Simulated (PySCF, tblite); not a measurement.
# C6H9ClO2: geometry, infrared bands and NMR shifts

Wanted: the infrared bands and NMR shifts of C6H9ClO2 (`CC/C(=C/OC)C(=O)Cl`), by calculation.

Programs: tblite 0.8.0 and PySCF 2.14.0, with density-fitted response routines of our own. Each step states its level of theory. These are calculated values for one molecule in the gas phase, unless marked as measured. Atoms are numbered from 0 throughout.

**1. The molecule as given**

18 atoms, charge 0, multiplicity 1; geometry from: force field or distance geometry start.

Bonds of the start (Å): C0–C1 1.49, C1–C2 1.51, C2–C3 1.33, C3–O4 1.36, O4–C5 1.40, C2–C6 1.44, C6–O7 1.26, C6–Cl8 1.76, C0–H9 1.13, C0–H10 1.13, C0–H11 1.08, C1–H12 1.12, C1–H13 1.12, C3–H14 1.10, C5–H15 1.12, C5–H16 1.13, C5–H17 1.10.

**2. Relaxing the molecule with GFN2-xTB**

What the job is given:

```
{"job": {"kind": "relax", "xc": "GFN2-xTB", "basis": "xTB"}, "charge": 0, "multiplicity": 1}
C     -2.689200     0.273700     0.262200
C     -1.314000     0.594100     0.749400
C     -0.233700    -0.080500    -0.055800
C      0.679500     0.635700    -0.705700
O      1.682300     0.096200    -1.454300
C      2.996800     0.042400    -0.970200
C     -0.228900    -1.514100    -0.151500
O     -1.119200    -2.142800     0.478700
Cl     0.956800    -2.435800    -1.062900
H     -3.330200    -0.149300     1.095200
H     -3.219600     1.228000    -0.045000
H     -2.647100    -0.389500    -0.592800
H     -1.182100     0.406100     1.845200
H     -1.157000     1.693300     0.589600
H      0.630300     1.730500    -0.601000
H      3.675800    -0.422300    -1.725800
H      3.096100    -0.592200    -0.038500
H      3.394700     1.032800    -0.687600
```

Started as:

```sh
> OMP_NUM_THREADS=1 python probes_run.py task.json out
```

One launch serves the whole session: the jobs run in the order shown.

**Question.** This job is followed by: GFN2-xTB harmonic vibrations, gas phase; GIAO PBE0/pcSseg-1 NMR shielding, non-relativistic, gas phase. Predict these results of the whole session: strongest single infrared mode (GFN2-xTB); zero-point energy (GFN2-xTB); 13C shifts against TMS (PBE0/pcSseg-1); 1H shifts against TMS (PBE0/pcSseg-1, means over atoms taken as alike); 17O shifts against H2O (PBE0/pcSseg-1); 35Cl shifts against HCl (PBE0/pcSseg-1); surface potential, 1st and 99th percentile.

**Answer**, as computed:

| quantity | value |
| --- | --- |
| strongest single infrared mode (GFN2-xTB) | 1765 cm⁻¹, 427 km/mol |
| zero-point energy (GFN2-xTB) | 87.0 kcal/mol |
| 13C shifts against TMS (PBE0/pcSseg-1) | 171.0, 168.4, 121.4, 61.1, 28.9, 19.7 ppm |
| 1H shifts against TMS (PBE0/pcSseg-1, means over atoms taken as alike) | 6.90, 3.98, 2.15, 0.98 ppm |
| 17O shifts against H2O (PBE0/pcSseg-1) | 557.1, 140.3 ppm |
| 35Cl shifts against HCl (PBE0/pcSseg-1) | 466 ppm |
| surface potential, 1st and 99th percentile | -1.68 V and 1.57 V |

What this shows: The optimisation took 148 steps and gained 1.047 eV; among the close pairs (by a distance rule), C6–O7 changed most, from 1.259 to 1.194 Å. No mode is imaginary among the 48: a minimum at this level. The strongest single mode, at 1765 cm⁻¹, moves mainly C6 and O7. GFN2-xTB is a fitted tight-binding method: band positions and strengths are rough. Its intensities can rank the bands wrongly. H14 (hydrogen on an alkene carbon bearing oxygen) lies farthest downfield among hydrogen, at 6.90 ppm; olefinic region. At PBE0/pcSseg-1: Shielding is most anisotropic at O7 (span 854 ppm, paramagnetic term -619 ppm). At PBE0/pcSseg-1, counted by nearest atom on the grid, the HOMO lies on C2 34 %; O4 21 %, the LUMO on C3, C6 about 25 % each; O7 18 %.
